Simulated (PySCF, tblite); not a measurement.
# B₄H₄O₆, a small molecule taken as a stand-in for a surface group (boron oxide ring): NMR shifts, core binding energies and electronic excitations

What NMR shifts, core binding energies and electronic excitations should one expect for `OB(O)OB1OBOBO1`?

Programs: tblite 0.8.0 and PySCF 2.14.0. All values are calculated, for the isolated system unless a continuum is named. Atoms count from 0, parts from 1.

## Step 1: The system as given

14 atoms, charge 0, multiplicity 1; geometry: distance geometry start.

## Step 2: Geometry optimisation with GFN2-xTB

What the job is given:

```
{"job": {"kind": "relax", "xc": "GFN2-xTB", "basis": "xTB"}, "charge": 0, "multiplicity": 1}
O     -0.795903    -0.037839     0.959237
B     -1.922482     0.696004     0.389183
O     -2.721315    -0.034728    -0.633316
B     -2.157440    -1.361873    -0.813157
O     -0.757160    -1.423645    -1.178253
B     -0.042778    -0.554005    -0.194657
O      0.923138     0.376094    -0.816816
B      2.120036     0.435579    -0.006724
O      2.497429    -0.751201     0.724454
O      2.383100     1.731123     0.647901
H     -2.097148     1.868077     0.501045
H     -2.559649    -2.242665    -0.152945
H      3.386823    -1.103589     0.475818
H      1.734248     2.430051     0.288017
```

With the program's defaults for keys left out, this is: GFN2-xTB geometry optimisation, gas phase.

Command:

```
OMP_NUM_THREADS=1 python cluster_run.py task.json out
```

This one command runs all jobs of the session in turn.

**Question.** The jobs that follow are: PBE0-D3(BJ)/def2-SVP geometry optimisation, gas phase; GIAO PBE0/pcSseg-1 NMR shielding, non-relativistic, gas phase; delta-SCF UKS SCAN, pcX-2 on the ionised atom, pcseg-1 elsewhere, spin-free X2C; TDDFT CAM-B3LYP/def2-SVPD, vertical, gas phase, core orbitals frozen in the response. Predict: point group; rotational constants (main isotopes); 1H shifts against TMS (PBE0/pcSseg-1); 17O shifts against H2O (PBE0/pcSseg-1); 11B shifts against BF3·OEt2 (PBE0/pcSseg-1); O1s binding energies, SCAN/pcX-2 (standing for 3 of 6 atoms); B1s binding energies, SCAN/pcX-2 (standing for 2 of 4 atoms); lowest singlet (CAM-B3LYP/def2-SVPD); lowest triplet; vertical ionisation energy (ΔSCF).

**Answer**, as computed:

| quantity | value |
| --- | --- |
| point group | Cs |
| rotational constants (main isotopes) | 3.73, 0.79, 0.65 GHz |
| 1H shifts against TMS (PBE0/pcSseg-1) | 5.73, 4.63, 4.59, 3.37 ppm |
| 17O shifts against H2O (PBE0/pcSseg-1) | 219.7, 193.1, 187.7, 136.2, 96.9, 93.6 ppm |
| 11B shifts against BF3·OEt2 (PBE0/pcSseg-1) | 27.7, 27.3, 18.8, 16.0 ppm |
| O1s binding energies, SCAN/pcX-2 (standing for 3 of 6 atoms) | O0 539.77, O4 539.52, O6 539.18 eV |
| B1s binding energies, SCAN/pcX-2 (standing for 2 of 4 atoms) | B5 199.32, B1 198.57 eV |
| lowest singlet (CAM-B3LYP/def2-SVPD) | 7.72 eV (161 nm), f = 0.031 |
| lowest triplet | 7.10 eV |
| vertical ionisation energy (ΔSCF) | 12.17 eV |

What this shows: The start of the PBE0/def2-SVP relaxation was shaken at random by about 0.01 Å, so part of the energy gained, and of the first lengths quoted, undoes that. The optimisation took 6 steps and gained 0.148 eV; among the close pairs (by a distance rule), B3–O4 changed most, from 1.320 to 1.364 Å (PBE0/def2-SVP). At PBE0/pcSseg-1: The largest span, 402 ppm, is at O2, where the paramagnetic term is -279 ppm. At SCAN/pcX-2: O0 (oxygen bonded to 2 B) binds its O1s electron 0.58 eV more tightly than O6 (oxygen bonded to 2 B). Only 3 of the 6 O atoms are covered by sound results. At SCAN/pcX-2: B5 (boron bonded to 3 O) binds its B1s electron 0.74 eV more tightly than B1 (boron bonded to 2 O, H). Only 2 of the 4 B atoms are covered by sound results. The first singlet state (HOMO−1→LUMO 0.76, HOMO−3→LUMO 0.14) lies at 7.72 eV and is weak. The lowest triplet lies 0.61 eV below the lowest singlet (triplets in Tamm-Dancoff, singlets in full TDDFT). ΔSCF puts the ionisation energy at 12.17 eV, 1.08 eV above −ε(HOMO). In this run the hole sits in HOMO−1, not in the HOMO; of the holes tried it gave the lowest energy. A capped cluster stands for the solid here, so long-range fields and strain are missing, and bands or shifts of the capping hydrogens have no counterpart in it.
